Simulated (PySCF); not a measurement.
# H8HfN3O (Hf(NH2)3(H2O)+): the cost of one run

Program: PySCF 2.14.0. Level of theory: PBE0, Hf def2-SVP with ECP60, N def2-SVP, H def2-SVP, O def2-SVP; scalar-relativistic core potentials, no spin–orbit coupling. These are calculated values, not measurements.

1 further run of the same task is left out (for a known fault of the program).

## Step 1: Where the work starts

13 atoms, charge 1, spin multiplicity 1.

Bond lengths: Hf1–N2 2.001 Å, Hf1–N5 2.001 Å, Hf1–N8 2.004 Å, Hf1–O11 2.237 Å, N2–H3 1.021 Å, N2–H4 1.022 Å, N5–H6 1.022 Å, N5–H7 1.021 Å, N8–H9 1.022 Å, N8–H10 1.022 Å, O11–H12 0.969 Å, O11–H13 0.969 Å. Angles: N2–Hf1–N5 113.5°, N2–Hf1–N8 115.3°, N2–Hf1–O11 105.9°, N5–Hf1–N8 115.3°, N5–Hf1–O11 105.9°, N8–Hf1–O11 98.8°, Hf1–N2–H3 126.9°, Hf1–N2–H4 125.9°, H3–N2–H4 107.1°, Hf1–N5–H6 125.9°, Hf1–N5–H7 126.9°, H6–N5–H7 107.1°, Hf1–N8–H9 126.2°, Hf1–N8–H10 126.2°, H9–N8–H10 107.0°, Hf1–O11–H12 128.1°, Hf1–O11–H13 124.2°, H12–O11–H13 107.6°.

As a file:

```xyz
13

Hf    0.0882   -0.0882    0.1380
N     1.1304    1.2354    1.2172
H     2.0246    1.6603    0.9679
H     0.8950    1.5600    2.1571
N    -1.2354   -1.1304    1.2172
H    -1.5600   -0.8950    2.1571
H    -1.6603   -2.0246    0.9679
N     1.1601   -1.1601   -1.1724
H     0.9368   -2.0984   -1.5096
H     2.0984   -0.9368   -1.5096
O    -1.1169    1.1169   -1.3107
H    -1.7884    1.7884   -1.1177
H    -1.0440    1.0440   -2.2740
```

Formal oxidation states: Hf +4. An earlier session relaxed this geometry at PBE0, Hf def2-SVP with ECP60, N def2-SVP, H def2-SVP, O def2-SVP (singlet, point group Cs).

Its energy there is -291.769168 Eh.

## Step 2: One electron removed, multiplicity 2

The input, run.py (the lines that set the calculation):

```python
mol = gto.M(atom='''
Hf     0.08821    -0.08821     0.13804
N      1.13037     1.23544     1.21723
H      2.02463     1.66027     0.96790
H      0.89501     1.55997     2.15707
N     -1.23544    -1.13037     1.21723
H     -1.55997    -0.89501     2.15707
H     -1.66027    -2.02463     0.96790
N      1.16013    -1.16013    -1.17243
H      0.93685    -2.09844    -1.50959
H      2.09844    -0.93685    -1.50959
O     -1.11694     1.11694    -1.31068
H     -1.78843     1.78843    -1.11765
H     -1.04396     1.04396    -2.27399''',
    basis={'Hf': 'def2-SVP', 'N': 'def2-SVP', 'H': 'def2-SVP', 'O': 'def2-SVP'},
    ecp={'Hf': 'def2-SVP'},
    charge=2, spin=1)
mf = dft.UKS(mol, xc='PBE0')
mf.grids.atom_grid = (50, 194)
mf = mf.density_fit()  # fitting sets: Hf def2-universal-JKFIT, N def2-universal-JKFIT, H def2-universal-JKFIT, O def2-universal-JKFIT
mf.conv_tol = 1e-08; mf.max_cycle = 55
mf.kernel(dm0)  # dm0: the density of the relaxed state
```

Run with:

```bash
$ OMP_NUM_THREADS=2 python run.py
```

**Question.** How long does this run take on 2 threads of Arm Neoverse V1, shared host?

About 7.5 s.
